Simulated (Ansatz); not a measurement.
# C₂H₈GeSi: a ladder of functionals and wavefunction methods

How much do the methods differ for C₂H₈GeSi? The plan is to run it at one geometry with functionals of several rungs and with coupled cluster. The yardstick is the atomisation energy at the CCSD(T) limit.

Computed with Ansatz 0.2.0, Gaussian basis. Level: functionals in def2-TZVPP, the program's frozen cores in correlated methods.

Levels to be run: PBE-D4, r2SCAN-D4, PBE0-D4, B3LYP-D4, ωB97X-V, ωB97M-V, B2PLYP; CCSD(T)/def2-TZVPP; MP2/def2-QZVPP; extrapolation to the limit.

## Step 1: Structure used throughout

An earlier PBE0-D4 in a triple-zeta def2 set relaxation fixed the geometry.

SMILES `C1[CH2][GeH2][SiH2]1`, 12 atoms, charge 0, spin multiplicity 1.

Atoms are counted from 1 here; the program's logs count them from 0.

Bond lengths: C1–C2 1.548 Å, C1–Si4 1.903 Å, C1–H5 1.093 Å, C1–H6 1.095 Å, C2–Ge3 1.998 Å, C2–H7 1.091 Å, C2–H8 1.093 Å, Ge3–Si4 2.374 Å, Ge3–H9 1.541 Å, Ge3–H10 1.539 Å, Si4–H11 1.490 Å, Si4–H12 1.489 Å. Angles: C2–C1–Si4 99.8°, C2–C1–H5 114.3°, C2–C1–H6 109.9°, Si4–C1–H5 117.6°, Si4–C1–H6 107.8°, H5–C1–H6 107.2°, C1–C2–Ge3 98.9°, C1–C2–H7 114.4°, C1–C2–H8 110.8°, Ge3–C2–H7 116.8°, Ge3–C2–H8 107.7°, H7–C2–H8 107.9°, C2–Ge3–Si4 74.1°, C2–Ge3–H9 111.9°, C2–Ge3–H10 117.5°, Si4–Ge3–H9 115.6°, Si4–Ge3–H10 124.8°, H9–Ge3–H10 108.9° and more.

## Step 2: PBE-D4 (GGA)

in.yaml

```yaml
crystal:
  periodic: [false, false, false]
  atoms:
    - {symbol: C, position_ang: [-1.031824, 0.300840, -0.541658]}
    - {symbol: C, position_ang: [0.405389, 0.822825, -0.782087]}
    - {symbol: Ge, position_ang: [1.280349, 0.089655, 0.858080]}
    - {symbol: Si, position_ang: [-0.645471, -1.249379, 0.492484]}
    - {symbol: H, position_ang: [-1.619281, 0.167440, -1.453292]}
    - {symbol: H, position_ang: [-1.581287, 1.000111, 0.097270]}
    - {symbol: H, position_ang: [0.473341, 1.900864, -0.935854]}
    - {symbol: H, position_ang: [0.856762, 0.331575, -1.647648]}
    - {symbol: H, position_ang: [1.193448, 1.071572, 2.042083]}
    - {symbol: H, position_ang: [2.731181, -0.405682, 0.727046]}
    - {symbol: H, position_ang: [-0.359197, -2.436582, -0.361305]}
    - {symbol: H, position_ang: [-1.626412, -1.648338, 1.538979]}
basis:
  gaussian: {orbitals: def2-TZVPP}
hamiltonian: {xc: pbe, dispersion: d4}
output: {forces: true, orbitals: {seedname: orbitals}}
```

Run with:

```
$ ansatz run in.yaml --threads 4 --pin off --events-out ev --progress --plain --max-ram 10444MiB
```

The runs that follow: r2SCAN-D4 (meta-GGA); PBE0-D4 (hybrid); B3LYP-D4 (hybrid); ωB97X-V (range-separated); ωB97M-V (range-separated); B2PLYP (double hybrid); CCSD(T) in def2-TZVPP; MP2 in def2-QZVPP.

Before running them: what should the planned runs give, taken together? Wanted: atomisation energy, CCSD(T)/CBS; farthest; mean size of error, hybrid; mean size of error, range-separated; gap, smallest and largest; T1 diagnostic; triples share of the correlation energy.

**Answer**, as computed:

| quantity | value |
| --- | --- |
| atomisation energy, CCSD(T)/CBS | 41.994 eV |
| functionals within 0.420 eV (1.0 %) | PBE-D4, r2SCAN-D4, PBE0-D4, B3LYP-D4, ωB97X-V, ωB97M-V |
| farthest | B2PLYP (-0.683 eV) |
| mean size of error, hybrid | 0.174 eV |
| mean size of error, range-separated | 0.141 eV |
| gap, smallest and largest | 5.50 eV (PBE-D4), 11.52 eV (ωB97X-V) |
| T1 diagnostic | 0.0112 |
| triples share of the correlation energy | 3.9 % |

**Reading.** PBE-D4 is off by +0.158 eV. Double hybrids carry the basis error of their MP2 part in triple zeta, and no dispersion term here, so their miss is partly the set-up's. The reference freezes the cores and leaves out relativity and excitations past (T), and its outer-core shells are covered unevenly, so misses under about 0.420 eV can't be ranked. Hartree-Fock recovers 74 % of the binding; the rest is correlation. The gap grows from 5.5 to 11.5 eV across the functionals, mostly with the share of exact exchange. Correlated methods include outer-core shells of Ge, which these sets cover unevenly.
